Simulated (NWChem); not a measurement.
**AlBrCl (SMILES [Cl][Al][Br]): UCAM-B3LYP/pcseg-0**

What is the electronic atomisation energy of AlBrCl at UCAM-B3LYP/pcseg-0? 

The calculation is run with NWChem 7.3.0.

## (1) The system as given

The species is AlBrCl (3 atoms), meant as a doublet with charge 0. As SMILES, `[Cl][Al][Br]`. The coordinates come from a PBE0-D4/def2-TZVP relaxation.

Bond lengths: Cl1–Al2 2.102 Å, Al2–Br3 2.266 Å. Angles: Cl1–Al2–Br3 118.9°.

## (2) A single-point energy at UCAM-B3LYP/pcseg-0 (run 1)

mymol.nw reads:

```
start mymol
memory stack 880 mb heap 220 mb global 1100 mb
geometry noautosym nocenter noautoz
 Cl     0.439900     1.761100     0.423900
 Al    -0.648100     0.131300    -0.337700
 Br     0.197100    -1.957200    -0.099400
end
basis spherical bse
 * library pcseg-0
end
dft
 xc xcamb88 1.00 lyp 0.81 vwn_5 0.19 hfexch 1.00
 cam 0.33 cam_alpha 0.19 cam_beta 0.46
 mult 2
 grid fine
 convergence energy 1e-08
 direct
 iterations 100
 mulliken
 noprint "final vectors analysis"
end
task dft energy
```

Run with:

```sh
$ nwchem mymol.nw > mymol.out
```

The program printed:

```text
[...]
          Wavefunction type:  spin polarized.
          No. of atoms     :     3
          No. of electrons :    65
[...]
          Charge           :     0
          Spin multiplicity:     2
[...]
          AO basis - number of functions:    48
[...]
              XC Information
              --------------
                     Hartree-Fock (Exact) Exchange  1.000
                   CAM-Becke88 Exchange Functional  1.000
                      VWN V Correlation Functional  0.190 local
              Lee-Yang-Parr Correlation Functional  0.810
[...]
 d= 0,ls=0.0,diis     1  -3273.0433999653 -3.52D+03  1.32D-02  8.88D-02     0.5
[...]
 d= 0,ls=0.0,diis    11  -3273.0970661577 -3.27D-10  2.74D-07  8.38D-12     4.4
[...]
         Total DFT energy =    -3273.097066157715
      One electron energy =    -5040.402179491666
           Coulomb energy =     1660.022029749549
    Exchange-Corr. energy =     -138.294991818025
 Nuclear repulsion energy =      245.578075402427
[...]
      Total Density - Mulliken Population Analysis
     ---------------------------------------------
    Atom       Charge   Shell Charges
 -----------   ------   -------------------------------------------------------
    1 Cl  17    17.42   2.00  2.00  1.11  0.88  5.88  1.98  3.56
    2 Al  13    12.24   2.00  2.00  0.98  0.25  5.74  0.59  0.69
    3 Br  35    35.34   2.00  2.00  1.99  1.12  0.88  5.99  5.83  1.77  3.77 10.00
[...]
      <S2> =      0.7521 (Exact =     0.7500)
[...]
```

Wall time 5.1 s (1 thread of AMD EPYC 9R45 (Zen 5), shared host); peak memory 0.11 GiB.

## (3) The Al atom, same level (run 2)

al.nw reads:

```
start al
memory stack 880 mb heap 220 mb global 1100 mb

geometry units angstrom noautosym nocenter noautoz
  Al     0.000000     0.000000     0.000000
end

basis "ao basis" spherical bse
  * library pcseg-0
end

dft
  xc xcamb88 1.00 lyp 0.81 vwn_5 0.19 hfexch 1.00
  cam 0.33 cam_alpha 0.19 cam_beta 0.46
  mult 2
  grid fine
  convergence energy 1e-08
  direct
  maxiter 100
  mulliken
  noprint "final vectors analysis"
end

task dft energy
```

Run with:

```sh
$ nwchem al.nw > al.out
```

The program printed:

```text
[...]
          Wavefunction type:  spin polarized.
          No. of atoms     :     1
          No. of electrons :    13
[...]
          Charge           :     0
          Spin multiplicity:     2
[...]
          AO basis - number of functions:    13
[...]
              XC Information
              --------------
                     Hartree-Fock (Exact) Exchange  1.000
                   CAM-Becke88 Exchange Functional  1.000
                      VWN V Correlation Functional  0.190 local
              Lee-Yang-Parr Correlation Functional  0.810
[...]
 d= 0,ls=0.0,diis     1   -242.0854020860 -2.42D+02  1.25D-02  1.13D-02     0.1
[...]
 d= 0,ls=0.0,diis     6   -242.0915438374 -4.20D-09  3.56D-06  5.00D-11     0.2
[...]
         Total DFT energy =     -242.091543837362
      One electron energy =     -336.397038397467
           Coulomb energy =      112.846263331461
    Exchange-Corr. energy =      -18.540768771356
 Nuclear repulsion energy =        0.000000000000
[...]
      Total Density - Mulliken Population Analysis
     ---------------------------------------------
    Atom       Charge   Shell Charges
 -----------   ------   -------------------------------------------------------
    1 Al  13    13.00   2.00  2.00  1.21  0.80  5.73  0.43  0.84
     --------------------------------------------
      Spin Density - Mulliken Population Analysis
     --------------------------------------------
    Atom       Charge   Shell Charges
 -----------   ------   -------------------------------------------------------
    1 Al  13     1.00  -0.00 -0.00 -0.01  0.01  0.01  0.14  0.85
[...]
      <S2> =      0.7500 (Exact =     0.7500)
[...]
```

Wall time 0.68 s (1 thread of AMD EPYC 9R45 (Zen 5), shared host); peak memory 0.1 GiB.

Run 3 isn't shown in full; the table further down has it.

## (4) The Cl atom (run 4)

calc.nw reads:

```
start calc
title "Cl"
memory 2200 mb
charge 0

geometry units angstrom noautosym nocenter noautoz
  Cl       0.000000       0.000000       0.000000
end

basis "ao basis" spherical bse
  Cl library pcseg-0
end

dft
  xc xcamb88 1.00 lyp 0.81 vwn_5 0.19 hfexch 1.00
  cam 0.33 cam_alpha 0.19 cam_beta 0.46
  mult 2
  grid fine
  convergence energy 1e-08
  direct
  maxiter 100
  mulliken
  print low
end

task dft energy
```

Run the same way, it converges to -459.62168 Eh (log not shown).

## (5) Overview of the runs

```csv
run,partner,energy (Eh),⟨S²⟩,wall time
1,base,-3273.097066,0.752,5.1 s
2,atoms,-242.091544,0.750,0.68 s
3,atoms,-2571.156335,0.750,0.9 s
4,atoms,-459.621677,0.750,0.68 s
```

## (6) Results

At UCAM-B3LYP/pcseg-0:

| quantity | value |
| --- | --- |
| Cl atom: total energy | -459.62168 Eh |
| Cl atom: ⟨S²⟩ | 0.750 |
| electronic atomisation energy | 6.191 eV |

Taking the molecule apart into free atoms costs 6.19 eV (143 kcal/mol), before zero-point energy and without spin-orbit coupling. The basis has no polarisation functions, which makes bonds too weak. All runs together took 7.4 s, the longest 5.1 s.
